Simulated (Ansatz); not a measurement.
Runs of Ansatz 0.2.0 on NiMoIrPdW. It takes space group P3m1 (No. 156, trigonal). Conventional cell: a = 4.147 Å, b = 4.147 Å, c = 5.416 Å, α = 90.00°, β = 90.00°, γ = 120.00°. Ni (site symmetry 3m) has 3 W at 2.40 Å and 3 Ir at 2.71 Å as nearest neighbours. Mo (site symmetry 3m) has 1 W at 2.49 Å and 3 Ir at 2.64 Å and 3 Pd at 2.85 Å as nearest neighbours. Pd (site symmetry 3m) has 2 Ir at 2.65 to 2.76 Å and 3 W at 2.76 Å and 3 Ni at 2.82 Å and 3 Mo at 2.85 Å as nearest neighbours. Ir (site symmetry 3m) has 3 Mo at 2.64 Å and 2 Pd at 2.65 to 2.76 Å and 3 Ni at 2.71 Å and 3 W at 2.77 Å as nearest neighbours. Around W (site symmetry 3m) lie 3 Ni at 2.40 Å and 1 Mo at 2.49 Å. The cell was built by a generator and needn't be a form met in nature.

```csv
task,level,cell,k mesh,cutoff (eV),points for each segment of the path,gap on the mesh (eV),pressure (GPa),moment (μB),relaxed volume (Å³/atom),largest force (eV/Å)
band structure,LDA,as given,7 × 7 × 5,420,14,none,(c),0.00,-,0.17
band structure,r2SCAN,as given,7 × 7 × 5,500,14,none,(a),0.00,-,0.12
band structure,RPBE,as given,7 × 7 × 5,420,14,none,3.6,0.00,-,0.19
band structure,revPBE,as given,7 × 7 × 5,420,14,none,(b),0.00,-,0.18
relaxation of cell and atoms,RPBE,relaxed,5 × 5 × 4,420,-,none,0.0,0.00,16.46,-
relaxation of cell and atoms,revPBE,relaxed,5 × 5 × 4,420,-,none,0.0,0.00,16.37,-
relaxation of cell and atoms,r2SCAN,relaxed,5 × 5 × 4,500,-,none,0.0,0.00,15.81,-
relaxation of cell and atoms,LDA,relaxed,5 × 5 × 4,420,-,none,0.0,0.00,15.24,0.01
relaxation of cell and atoms,PBEsol+D3(BJ),relaxed,5 × 5 × 4,420,-,none,0.0,0.00,15.16,-
```

Alike in all rows: potentials or basis Ansatz PAW; spin collinear, ferromagnetic start; smearing fermi-dirac 0.05 eV.

Problem. Estimate the missing entries.

Solution. (a) -5.0; (b) 2.6; (c) -12.8.

Caveats: the PAW data sets come from PBE, with cores solved anew for the run's functional, which leaves a small shift of forces and pressure; the starting moments weren't kept; the plane-wave basis is chosen anew once the cell has moved, so the energies of steps on either side of that aren't comparable (some runs); spin-orbit coupling is left out, which moves the levels of the heavy elements (some runs); the magnetic or orbital state may not be the lowest (some runs); pairwise dispersion overbinds metals, which lowers pressure and volume (some runs).

A k mesh can miss the band edges, and the runs leave out spin-orbit coupling on Ir, Mo, Pd, W.

A gap of «none» marks a metal or a gap under the smearing width.

Runs at the PBE level aren't shown here.
